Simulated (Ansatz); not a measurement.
## NbTe under changes of volume

One of the cells (21.934 Å³/atom); the others are scaled copies at fixed shape and fractional positions:

```
Te Nb
1.0
     3.70297    0.00000    0.00000
    -1.85149    3.20687    0.00000
     0.00000    0.00000    3.69421
Te Nb
1 1
Direct
  0.66667 0.33333 0.00000
  0.00000 0.00000 0.50000
```

The cell comes from a database or a generator and needn't be the stable form of this composition.

```yaml
Program: Ansatz 0.2.0
Functional: PBE
Potentials_or_basis: SPMS NC
Cutoff: "762 eV (not typed: the program's choice for these potentials)"
k_mesh: 8 × 8 × 7
Occupations: fermi-dirac, width 0.05 eV
Spin: no spin polarisation
```

```csv
volume (Å³/atom),energy over the lowest point (meV/atom),pressure (GPa)
20.618,30.58,8.3
21.057,12.41,5.1
21.496,2.52,2.2
21.934,0.00,-0.3
22.373,4.08,-2.6
22.812,14.04,-4.6
23.250,?,?
```

What does the run at 23.250 Å³/atom give?

Energy over the lowest point 29.25 meV/atom; pressure -6.4 GPa.

Worked out: A Birch-Murnaghan fit of order 3 (a polynomial in V^(-2/3)) to the other rows has its minimum at 21.87 Å³/atom with B0 = V·E''(V) = 122 GPa and B' = 4.6 at fixed shape and positions, which overstates the stiffness. It gives 29.23 meV/atom at 23.250 Å³/atom, against the run's 29.25, and -dE/dV = -6.4 GPa, against -6.4.

Energies are extrapolated to zero smearing.
